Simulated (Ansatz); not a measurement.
**GeH8SSi: a nudged elastic band, and a look at its input**

Aim: a nudged elastic band from the structure below. Read the input with care, then see what the program makes of it. The step meant is a four-centre ligand exchange at charge 0 and multiplicity 1, which changes Ge1–S7, Si2–H6, Ge1–Si2, H6–S7.

Computed with Ansatz 0.2.0, Gaussian basis. Level: PBE0-D4/def2-SVP.

### 1 The structure

```tsv
atom	x (Å)	y (Å)	z (Å)
Ge1	-1.5304	0.2454	-0.0464
Si2	-0.0667	-1.5197	0.5831
H3	-1.2262	0.7335	-1.4717
H4	-1.4280	1.4318	0.9222
H5	-2.9808	-0.2749	-0.0234
H6	2.7373	1.3151	0.0342
S7	1.8628	2.1946	-0.4764
H8	-0.4076	-1.9992	1.9492
H9	-0.2099	-2.6573	-0.3649
H10	1.3528	-1.0792	0.5775
H11	1.8967	1.6100	-1.6833
```

### 2 The run

The input, run/in.yaml:

```yaml
crystal:
  periodic: [false, false, false]
  atoms:
    - {symbol: Ge, position_ang: [-1.530423, 0.245372, -0.046417]}
    - {symbol: Si, position_ang: [-0.066708, -1.519686, 0.583131]}
    - {symbol: H, position_ang: [-1.226212, 0.733508, -1.471749]}
    - {symbol: H, position_ang: [-1.427988, 1.431843, 0.922239]}
    - {symbol: H, position_ang: [-2.980827, -0.274930, -0.023434]}
    - {symbol: H, position_ang: [2.737307, 1.315098, 0.034151]}
    - {symbol: S, position_ang: [1.862790, 2.194623, -0.476399]}
    - {symbol: H, position_ang: [-0.407614, -1.999165, 1.949249]}
    - {symbol: H, position_ang: [-0.209856, -2.657323, -0.364896]}
    - {symbol: H, position_ang: [1.352840, -1.079243, 0.577513]}
    - {symbol: H, position_ang: [1.896692, 1.610002, -1.683289]}
basis:
  gaussian: {orbitals: def2-SVP}
hamiltonian: {xc: pbe0, dispersion: d4}
neb:
  images: 5
  climbing: true
  max_iterations: 3
  initial_path: idpp
  final_atoms:
    - {symbol: Ge, position_ang: [-1.230975, 1.606545, -0.532805]}
    - {symbol: Si, position_ang: [0.851216, -1.969346, 0.859849]}
    - {symbol: H, position_ang: [-1.972166, 1.862420, -1.854020]}
    - {symbol: H, position_ang: [-1.871513, 2.399605, 0.611477]}
    - {symbol: H, position_ang: [-1.240173, 0.102148, -0.217731]}
    - {symbol: H, position_ang: [1.594562, -0.705510, 0.631961]}
    - {symbol: S, position_ang: [0.857766, 2.358260, -0.653167]}
    - {symbol: H, position_ang: [-0.223090, -1.743021, 1.859764]}
    - {symbol: H, position_ang: [0.243844, -2.424677, -0.417434]}
    - {symbol: H, position_ang: [1.778944, -3.015442, 1.360708]}
    - {symbol: H, position_ang: [1.211585, 1.529119, -1.648503]}
```

On the command line:

```bash
> ansatz run in.yaml --threads 4 --pin off --events-out ev --progress --plain --max-ram 9574MiB
```

The program printed:

```text
Functional definition: PBE0
  name "PBE0"
  cite "Adamo & Barone, J. Chem. Phys. 110, 6158 (1999) doi:10.1063/1.478522"
  cite "Perdew, Burke & Ernzerhof, Phys. Rev. Lett. 77, 3865 (1996) doi:10.1103/PhysRevLett.77.3865"
  parent pbe
  parameter a = 0.25
  parameter kappa = 0.804
  parameter beta = 0.06672455060314922
  exchange = (1 - a)*pbe_x(kappa = kappa, mu = beta*pi^2/3) + a*exact_x
  correlation = pbe_c(beta = beta)
1137 factors; integrals over basis functions are off by at most 3.4e-4 eV
mean field evaluation 1: about -75333.2237 eV, gradient 1.6e1 eV
mean field evaluation 2: about -75333.5182 eV, gradient 1.3e1 eV
mean field evaluation 4: about -75333.7448 eV, gradient 5.0e-1 eV
mean field evaluation 8: about -75333.7444 eV, gradient 1.3e-2 eV
mean field -75333.74440649 eV, -2768.4640438927 hartree, gradient 1.0e-5 eV, S^2 0.000000; 0 other end points of the search recorded, 0 dependent functions left out
the calculation of the forces begins
reference -75333.74443742 eV, -2768.4640450292 hartree; 35, 35 occupied and 73, 73 virtual orbitals, 1137 factors
[... from here to the last solve, the lines of the solves are left out (15 solves) ...]
WARN: NEB end point (image 0): max|allowed force component| = 2.177e-1 eV/Å (the criterion of neb.relax_end_points is 1.000e-2). That is over neb.f_tol: it is no minimum, so the barrier can be far off. Relax it first
WARN: NEB end point (image 6): max|allowed force component| = 1.634e-1 eV/Å (the criterion of neb.relax_end_points is 1.000e-2). That is over neb.f_tol: it is no minimum, so the barrier can be far off. Relax it first
NEB iter   1: max|band force component| = 2.788e0 eV/Å  barrier→ = 5.6033 eV  barrier← = 5.7898 eV  Δτ_max = 0.2000 Å  (176 SCF iters)
NEB iter   2: max|band force component| = 2.858e0 eV/Å  barrier→ = 4.6072 eV  barrier← = 4.7937 eV  Δτ_max = 0.2000 Å  (148 SCF iters)
1137 factors; integrals over basis functions are off by at most 7.4e-4 eV
mean field -75333.56436509 eV, -2768.4574274933 hartree, gradient 7.2e-6 eV, S^2 0.000000; 0 other end points of the search recorded, 0 dependent functions left out
the calculation of the forces begins
reference -75333.56439521 eV, -2768.4574286001 hartree; 35, 35 occupied and 73, 73 virtual orbitals, 1137 factors
NEB iter   3: max|band force component| = 2.871e0 eV/Å  barrier→ = 3.8922 eV  barrier← = 4.0787 eV  Δτ_max = 0.1027 Å  (136 SCF iters)
Error: NEB band did not converge after 3 iterations: max|band force component| = 2.87e0 eV/Å (threshold 5.0e-2); raise `neb.max_iterations` in a new run, which can start from the last band evaluated (`neb.initial_path`, with `crystal.atoms` and `neb.final_atoms` set to its first and last images), add images, or start from endpoints closer to local minima. Where this run's directory can be resumed (`checkpoint.write`), a resume goes on for up to `neb.max_iterations` more; to start a new run from the last band, take its images' positions from the `neb_iteration` event of iteration 3 (`data.images[].positions_ang`), in the event stream of the run that computed that iteration (not this run's, if it was resumed behind it). With `checkpoint.write`, `steps/00-neb/state/checkpoint.json` in the run directory holds the last saved band, under `neb.evaluated.images[].positions_ang` (a band under a hybrid functional on support functions is neither saved nor resumed: `neb.initial_path` says where its path is): check the last entry of `neb.iterations` there, which is earlier than 3 if that iteration was not saved or its write failed. If the band's step has no `state` directory and holds `state.next`, a write was cut short, and the file is under `state.next` instead (behind a loss of power it can be under `state.prev`)
a run's events are kept only if it was started with --events-out <file>, and are in that file
```

Wall time 29 s (4 threads of Arm Neoverse V1, shared host).

### 3 Diagnosis

The run did not converge within its limit, so it gives no result.

Three iterations were allowed, too few to relax the band.

Remedy: raise max_iterations.

### 4 Outcome

| quantity | value |
| --- | --- |
| this run | not converged |
| fault | too few iterations |

What this shows: Three iterations were allowed, too few to relax the band.

For comparison, these settings ran to the end on the same system (19 iterations):

```yaml
hamiltonian: {xc: pbe0, dispersion: d4}
neb:
  images: 5
  climbing: true
  max_iterations: 40
  initial_path: idpp
```
